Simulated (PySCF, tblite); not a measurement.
# C₄H₁₃GeNSi: geometry, infrared bands and NMR shifts

Aim: predict the infrared bands and NMR shifts of C₄H₁₃GeNSi (`CN(C)[SiH2]/C=[CH]/[GeH3]`).

Computed with tblite 0.8.0 and PySCF 2.14.0, with density-fitted response routines of our own, on a single molecule in the gas phase. Atoms are numbered from 0 throughout.

## 1. Starting geometry

20 atoms, charge 0, multiplicity 1; geometry from: force field or distance geometry start.

Bonds of the start (Å): C0–N1 1.46, N1–C2 1.46, N1–Si3 1.81, Si3–C4 1.85, C4–C5 1.33, C5–Ge6 1.93, C0–H7 1.11, C0–H8 1.11, C0–H9 1.11, C2–H10 1.12, C2–H11 1.12, C2–H12 1.12, Si3–H13 1.46, Si3–H14 1.48, C4–H15 1.09, C5–H16 1.08, Ge6–H17 1.55, Ge6–H18 1.54, Ge6–H19 1.55.

## 2. Optimising the geometry with GFN2-xTB

Job settings and geometry (Å):

```
{"job": {"kind": "relax", "xc": "GFN2-xTB", "basis": "xTB"}, "charge": 0, "multiplicity": 1}
C     -1.254000     0.475200    -1.764000
N     -1.518700    -0.229800    -0.513800
C     -2.945600    -0.277100    -0.223500
Si    -0.668300     0.619500     0.841800
C      1.160000     0.494400     0.624100
C      1.763700    -0.690200     0.542700
Ge     3.671700    -0.792900     0.285200
H     -0.168900     0.485000    -1.988100
H     -1.624800     1.525200    -1.718200
H     -1.773900    -0.044900    -2.598800
H     -3.384800     0.749200    -0.137300
H     -3.488200    -0.814200    -1.041000
H     -3.154100    -0.834200     0.722400
H     -1.066300     2.025300     0.882700
H     -1.027700    -0.016100     2.129100
H      1.730600     1.415400     0.542800
H      1.201900    -1.608200     0.630100
H      4.387100    -0.090200     1.464400
H      4.047900    -0.098400    -1.038300
H      4.107200    -2.282400     0.246500
```

The run is started by

```bash
$ OMP_NUM_THREADS=1 python probes_run.py task.json out
```

The driver reads the jobs from task.json and runs them one after another.

**Question.** This job is followed by: GFN2-xTB harmonic vibrations, gas phase; GIAO PBE0/pcSseg-1 NMR shielding, non-relativistic, gas phase. Predict these results of the whole session: strongest single infrared mode (GFN2-xTB); zero-point energy (GFN2-xTB); ¹³C shifts against TMS (PBE0/pcSseg-1, means over atoms taken as alike); ¹H shifts against TMS (PBE0/pcSseg-1, means over atoms taken as alike); ¹⁵N shifts against NH3 (PBE0/pcSseg-1); ²⁹Si shifts against TMS (PBE0/pcSseg-1); ⁷³Ge shifts against GeMe4 (PBE0/pcSseg-1).

The runs gave:

| quantity | value |
| --- | --- |
| strongest single infrared mode (GFN2-xTB) | 779 cm⁻¹, 742 km/mol |
| zero-point energy (GFN2-xTB) | 94.2 kcal/mol |
| ¹³C shifts against TMS (PBE0/pcSseg-1, means over atoms taken as alike) | 159.5, 155.0, 40.9 ppm |
| ¹H shifts against TMS (PBE0/pcSseg-1, means over atoms taken as alike) | 7.27, 7.17, 4.83, 3.83, 2.55 ppm |
| ¹⁵N shifts against NH3 (PBE0/pcSseg-1) | 16.8 ppm |
| ²⁹Si shifts against TMS (PBE0/pcSseg-1) | -39.6 ppm |
| ⁷³Ge shifts against GeMe4 (PBE0/pcSseg-1) | -263 ppm |

What this shows: Over 93 steps the energy fell by 0.454 eV; of the close pairs, N1–Si3 changed most, 1.812 to 1.721 Å. The lowest mode is imaginary (96i cm⁻¹), so the xTB geometry is not a minimum. The strongest single mode, at 779 cm⁻¹, has its largest shares on H19, H18 and H17 (the list is cut at 3 atoms). Unscaled tight-binding wavenumbers are off by several per cent, some by more. Its intensities can rank the bands wrongly. Spin-orbit coupling is left out, which matters for shieldings and couplings at and beside the heavy atoms.
